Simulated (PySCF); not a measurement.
# Te(OMe)2 (C2H6O2Te): a look at the electrons

For Te(OMe)2 (C2H6O2Te), the scripts below compute its lowest excited states and analyse its density (charges, bond critical points, surface potential).

The runs use PySCF 2.14.0; levels as typed in each script, gas phase, geometry from GFN2-xTB.

**1. Starting geometry**

11 atoms, charge 0, spin multiplicity 1.

Bond lengths: Te1–O2 1.983 Å, Te1–O7 1.985 Å, O2–C3 1.408 Å, C3–H4 1.092 Å, C3–H5 1.091 Å, C3–H6 1.093 Å, O7–C8 1.408 Å, C8–H9 1.092 Å, C8–H10 1.091 Å, C8–H11 1.093 Å. Angles: O2–Te1–O7 95.5°, Te1–O2–C3 119.4°, O2–C3–H4 111.7°, O2–C3–H5 105.8°, O2–C3–H6 111.8°, H4–C3–H5 109.0°, H4–C3–H6 109.3°, H5–C3–H6 109.1°, Te1–O7–C8 119.4°, O7–C8–H9 111.7°, O7–C8–H10 105.8°, O7–C8–H11 111.8°, H9–C8–H10 109.0°, H9–C8–H11 109.3°, H10–C8–H11 109.1°.

Geometry (Å):

```xyz
11
charge 0, multiplicity 1
Te   -0.0019   -0.6997    0.0000
O    -1.3203    0.6372    0.6385
C    -2.0506    1.3898   -0.3011
H    -1.3940    1.8984   -1.0103
H    -2.5974    2.1370    0.2766
H    -2.7640    0.7709   -0.8503
O     1.3246    0.6326   -0.6384
C     2.0574    1.3830    0.3010
H     1.4025    1.8940    1.0101
H     2.6068    2.1282   -0.2769
H     2.7688    0.7618    0.8503
```

**2. Excited states (wB97X/def2-svpd)**

Contents of input.py:

```python
import numpy as np
from pyscf import gto, scf, dft, tdscf
from pyscf.scf import atom_ks, atom_hf
from scipy.linalg import block_diag

def solve(mol, dm0=None, hcore=None):
    mf = (dft.UKS if mol.spin else dft.RKS)(mol, xc='wb97x')
    mf.grids.level = 3
    mf = mf.density_fit(auxbasis='def2-universal-jkfit')
    mf.conv_tol, mf.max_cycle = 1e-8, 80
    if hcore is not None:
        mf.get_hcore = lambda *args: hcore
    mf.kernel(dm0)
    if not mf.converged:
        mf = mf.newton().run(mf.mo_coeff, mf.mo_occ, max_cycle=30)
    assert mf.converged, 'SCF not converged'
    return mf

mol = gto.M(atom='''
Te    -0.00188    -0.69972     0.00000
O     -1.32027     0.63721     0.63849
C     -2.05062     1.38978    -0.30106
H     -1.39395     1.89845    -1.01030
H     -2.59745     2.13695     0.27661
H     -2.76404     0.77086    -0.85026
O      1.32456     0.63262    -0.63840
C      2.05743     1.38297     0.30097
H      1.40246     1.89402     1.01009
H      2.60676     2.12817    -0.27689
H      2.76877     0.76180     0.85032
''', basis='def2-svpd', ecp={'Te': 'def2-svpd'}, charge=0, spin=0, verbose=4)
mf = solve(mol)
td = mf.TDA()
td.nstates, td.singlet, td.conv_tol = 5, True, 1e-5
td.kernel()
td.analyze()
x, y = np.array([p[0] for p in td.xy]), np.array([p[1] + 0 * p[0] for p in td.xy])
f, mu = td.oscillator_strength(), td.transition_dipole()
nto = [td.get_nto(state=i + 1, verbose=4) for i in range(len(td.e))]
# spherically averaged free atoms, for the promolecule
atom_ks.AtomSphAverageRKS.init_guess_by_vsap = lambda self, mol=None: self.init_guess_by_minao(mol)  # core potentials
atm = atom_ks.get_atm_nrks(mol, xc='wb97x')
pro = block_diag(*[(atm[a[0]][2] * atm[a[0]][3]) @ atm[a[0]][2].T for a in mol._atom])
np.savez('result.npz', e=td.e, f=f, ok=td.converged, w=[n[0] for n in nto], nto=[n[1] for n in nto], x=x, y=y, c=mf.mo_coeff, occ=mf.mo_occ, eps=mf.mo_energy, pro=pro, mu=mu)
```

Launch:

```
> OMP_NUM_THREADS=1 python input.py
```

**4. Density, bond paths and surface potential (BP86/def2-svp)**

Contents of input.py:

```python
import numpy as np
from pyscf import gto, scf, dft
from pyscf.scf import atom_ks, atom_hf
from scipy.linalg import block_diag

def solve(mol, dm0=None, hcore=None):
    mf = (dft.UKS if mol.spin else dft.RKS)(mol, xc='bp86')
    mf.grids.level = 3
    mf = mf.density_fit(auxbasis='def2-universal-jkfit')
    mf.conv_tol, mf.max_cycle = 1e-8, 80
    if hcore is not None:
        mf.get_hcore = lambda *args: hcore
    mf.kernel(dm0)
    if not mf.converged:
        mf = mf.newton().run(mf.mo_coeff, mf.mo_occ, max_cycle=30)
    assert mf.converged, 'SCF not converged'
    return mf

mol = gto.M(atom='''
Te    -0.00188    -0.69972     0.00000
O     -1.32027     0.63721     0.63849
C     -2.05062     1.38978    -0.30106
H     -1.39395     1.89845    -1.01030
H     -2.59745     2.13695     0.27661
H     -2.76404     0.77086    -0.85026
O      1.32456     0.63262    -0.63840
C      2.05743     1.38297     0.30097
H      1.40246     1.89402     1.01009
H      2.60676     2.12817    -0.27689
H      2.76877     0.76180     0.85032
''', basis='def2-svp', ecp={'Te': 'def2-svp'}, charge=0, spin=0, verbose=4)
mf = solve(mol)
mf.analyze()
# spherically averaged free atoms, for the promolecule
atom_ks.AtomSphAverageRKS.init_guess_by_vsap = lambda self, mol=None: self.init_guess_by_minao(mol)  # core potentials
atm = atom_ks.get_atm_nrks(mol, xc='bp86')
pro = block_diag(*[(atm[a[0]][2] * atm[a[0]][3]) @ atm[a[0]][2].T for a in mol._atom])
np.savez('result.npz', e=mf.e_tot, c=mf.mo_coeff, occ=mf.mo_occ, eps=mf.mo_energy, pro=pro, dip=mf.dip_moment(verbose=0), s2=mf.spin_square()[0])
```

(Steps that only read results are left out.)

Before running it: what results should come out? Wanted: lowest singlet excitation; dipole moment; HOMO, LUMO.

The runs gave:

| quantity | value |
| --- | --- |
| lowest singlet excitation (wB97X/def2-svpd) | 2.86 eV |
| dipole moment (BP86/def2-svp) | 0.01 D |
| HOMO, LUMO (BP86/def2-svp) | -4.88, -2.45 eV |

At BP86/def2-svp: The highest Hirshfeld charge is on Te1 (+0.26 e), the lowest on O2 and O7 (−0.19 e). All values hold at the given geometry, in the gas phase.
